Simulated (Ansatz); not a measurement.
# CH9NOSSi2: the cost of one run

Program: Ansatz 0.2.0. Level of theory: RKS B3LYP/def2-SVP. These are calculated values, not measurements.

## (1) Starting point

Bond lengths: N1–C2 1.460 Å, C2–Si3 1.917 Å, C2–S4 1.807 Å, C2–O5 1.428 Å, O5–Si6 1.685 Å, N1–H7 1.059 Å, N1–H8 0.959 Å, Si3–H9 1.449 Å, Si3–H10 1.505 Å, Si3–H11 1.524 Å, S4–H12 1.307 Å, Si6–H13 1.482 Å, Si6–H14 1.456 Å, Si6–H15 1.455 Å. Angles (14 of 23 angles, heavy atoms first): N1–C2–Si3 108.4°, N1–C2–S4 105.9°, N1–C2–O5 113.8°, Si3–C2–S4 101.1°, Si3–C2–O5 119.7°, S4–C2–O5 106.3°, C2–O5–Si6 122.6°, C2–N1–H7 102.2°, C2–N1–H8 108.7°, C2–Si3–H9 112.5°, C2–Si3–H10 112.0°, C2–Si3–H11 110.8°, C2–S4–H12 97.5°, O5–Si6–H13 110.5°.

Coordinates:

```xyz
15

N    -0.9323   -0.5817    1.3330
C    -0.4736   -0.4282   -0.0441
Si    1.2312   -1.2878   -0.2146
S    -1.5162   -1.5210   -1.0364
O    -0.6584    0.8868   -0.5691
Si    0.1622    2.2288    0.0345
H    -1.8916   -0.1337    1.3004
H    -1.1023   -1.5109    1.4989
H     1.7117   -1.2981   -1.5819
H     1.2127   -2.6892    0.3326
H     2.2877   -0.5613    0.6091
H    -1.2004   -1.0388   -2.2099
H    -0.2264    2.4855    1.4409
H     1.5943    2.0107   -0.1072
H    -0.2204    3.3882   -0.7568
```

## (2) Relaxing end A

File input.yaml:

```yaml
crystal:
  periodic: [false, false, false]
  atoms:
    - { symbol: "N", position_ang: [-0.9323, -0.5817, 1.333] }
    - { symbol: C, position_ang: [-0.4736, -0.4282, -0.0441] }
    - { symbol: Si, position_ang: [1.2312, -1.2878, -0.2146] }
    - { symbol: S, position_ang: [-1.5162, -1.521, -1.0364] }
    - { symbol: O, position_ang: [-0.6584, 0.8868, -0.5691] }
    - { symbol: Si, position_ang: [0.1622, 2.2288, 0.0345] }
    - { symbol: H, position_ang: [-1.8916, -0.1337, 1.3004] }
    - { symbol: H, position_ang: [-1.1023, -1.5109, 1.4989] }
    - { symbol: H, position_ang: [1.7117, -1.2981, -1.5819] }
    - { symbol: H, position_ang: [1.2127, -2.6892, 0.3326] }
    - { symbol: H, position_ang: [2.2877, -0.5613, 0.6091] }
    - { symbol: H, position_ang: [-1.2004, -1.0388, -2.2099] }
    - { symbol: H, position_ang: [-0.2264, 2.4855, 1.4409] }
    - { symbol: H, position_ang: [1.5943, 2.0107, -0.1072] }
    - { symbol: H, position_ang: [-0.2204, 3.3882, -0.7568] }
basis:
  gaussian: { orbitals: def2-SVP }
hamiltonian:
  xc: b3lyp
relax:
  f_tol: 0.015
  max_steps: 40
```

The run is started by

```sh
$ ansatz run input.yaml --threads 2 --pin off --max-ram 3072MiB --backend cpu --events-out ev --progress --plain --runs-dir out
```

What time and memory should one allow on 2 threads of AMD EPYC 9R14 (Zen 4), shared host?

About 88 s, with a peak of 0.45 GiB.
